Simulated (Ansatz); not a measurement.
# C3H6Si: one species, many methods

How much do the methods differ for C3H6Si? The plan is to run it at one geometry with functionals of several rungs and with coupled cluster, and see how far each lands from CCSD(T) at the basis-set limit for the atomisation energy.

Program: Ansatz 0.2.0, Gaussian basis. Level of theory: functionals in def2-TZVPP, the program's frozen cores in correlated methods. These are calculated values, not measurements.

The runs, in order: LDA (SPW92), PBE-D4, revPBE-D4, BLYP-D4, r2SCAN-D4, B97M-V, PBE0-D4, B3LYP-D4, r2SCANh-D4, r2SCAN0-D4, HSE06-D4, BHLYP-D4, CAM-B3LYP-D4, LC-ωPBE, ωB97X-V, ωB97M-V, B2PLYP, PBE-QIDH; CCSD(T)/def2-SVP; CCSD(T)/def2-TZVPP; MP2/def2-QZVPP; extrapolation to the limit; RPA on PBE.

### Step 1. The relaxed structure

All runs share one geometry, relaxed beforehand with PBE0-D4 in a triple-zeta def2 set.

SMILES `C=C=C[SiH3]`, 10 atoms, charge 0, spin multiplicity 1.

Atoms are counted from 1 here; the program's logs count them from 0.

Bond lengths: C1–C2 1.300 Å, C1–H5 1.085 Å, C1–H6 1.085 Å, C2–C3 1.301 Å, C3–Si4 1.861 Å, C3–H7 1.089 Å, Si4–H8 1.488 Å, Si4–H9 1.488 Å, Si4–H10 1.483 Å. Angles: C2–C1–H5 121.0°, C2–C1–H6 121.0°, H5–C1–H6 117.9°, C1–C2–C3 178.2°, C2–C3–Si4 121.4°, C2–C3–H7 118.6°, Si4–C3–H7 119.9°, C3–Si4–H8 110.3°, C3–Si4–H9 110.3°, C3–Si4–H10 109.1°, H8–Si4–H9 107.7°, H8–Si4–H10 109.7°, H9–Si4–H10 109.7°.

### Step 2. LDA

This LDA is Slater exchange with PW92 correlation.

The input, in.yaml:

```yaml
crystal:
  periodic: [false, false, false]
  atoms:
    - {symbol: C, position_ang: [-1.305759, 1.563980, -0.794628]}
    - {symbol: C, position_ang: [-0.441531, 0.594280, -0.737991]}
    - {symbol: C, position_ang: [0.419115, -0.376727, -0.640872]}
    - {symbol: Si, position_ang: [0.876591, -1.106097, 1.008819]}
    - {symbol: H, position_ang: [-0.988565, 2.599745, -0.740505]}
    - {symbol: H, position_ang: [-2.365871, 1.362684, -0.904280]}
    - {symbol: H, position_ang: [0.874883, -0.763458, -1.551357]}
    - {symbol: H, position_ang: [2.335282, -0.949538, 1.256559]}
    - {symbol: H, position_ang: [0.567874, -2.561329, 1.032185]}
    - {symbol: H, position_ang: [0.111082, -0.414740, 2.074871]}
basis:
  gaussian: {orbitals: def2-TZVPP}
hamiltonian: {xc: lda}
output: {orbitals: {seedname: orbitals}}
```

The run is started by

```
> ansatz run in.yaml --threads 2 --pin off --events-out ev --progress --plain --max-ram 4352MiB
```

Further steps of the session: PBE-D4 (GGA); revPBE-D4 (GGA); BLYP-D4 (GGA); r2SCAN-D4 (meta-GGA); B97M-V (meta-GGA); B3LYP-D4 (hybrid); r2SCANh-D4 (hybrid); r2SCAN0-D4 (hybrid); HSE06-D4 (hybrid); BHLYP-D4 (hybrid); CAM-B3LYP-D4 (range-separated); LC-ωPBE (range-separated); ωB97X-V (range-separated); ωB97M-V (range-separated); B2PLYP (double hybrid); PBE-QIDH (double hybrid); CCSD(T) in def2-SVP; CCSD(T) in def2-TZVPP; MP2 in def2-QZVPP; RPA on PBE orbitals.

**Question.** What will the summary of the whole plan be? Wanted: atomisation energy, CCSD(T)/CBS; farthest beyond LDA; mean size of error, GGA; mean size of error, meta-GGA; mean size of error, hybrid; mean size of error, range-separated; mean size of error, double hybrid; gap, smallest and largest; T1 diagnostic.

**Answer**, as computed:

| quantity | value |
| --- | --- |
| atomisation energy, CCSD(T)/CBS | 3829.5 kJ/mol |
| functionals within 19.1 kJ/mol (0.5 %) | revPBE-D4, BLYP-D4, r2SCANh-D4, LC-ωPBE, ωB97X-V, ωB97M-V, PBE-QIDH |
| farthest beyond LDA | PBE-D4 (+82.4 kJ/mol) |
| mean size of error, GGA | 32.2 kJ/mol |
| mean size of error, meta-GGA | 26.3 kJ/mol |
| mean size of error, hybrid | 29.7 kJ/mol |
| mean size of error, range-separated | 17.4 kJ/mol |
| mean size of error, double hybrid | 17.0 kJ/mol |
| gap, smallest and largest | 5.20 eV (LDA (SPW92)), 12.34 eV (LC-ωPBE) |
| T1 diagnostic | 0.0125 |
| triples share of the correlation energy | 4.4 % |

What this shows: The LDA atomisation energy is off by 513.0 kJ/mol (13 %): it overbinds. PBE-D4 is off by +82.4 kJ/mol. Double hybrids carry the basis error of their MP2 part in triple zeta, and no dispersion term here, so their miss is partly the set-up's. The rungs double hybrid, range-separated miss on average by less than the doubt on the reference (19.1 kJ/mol), so they tie. Misses under about 19.1 kJ/mol are within the doubt on the reference itself, which lacks core-valence correlation, relativity and higher excitations. Hartree-Fock recovers 75 % of the binding; the rest is correlation. CCSD(T) in def2-SVP is off by -174.6 kJ/mol, worse than the median functional, from the basis alone. Orbital gaps span 5.2 to 12.3 eV; exact exchange widens them.
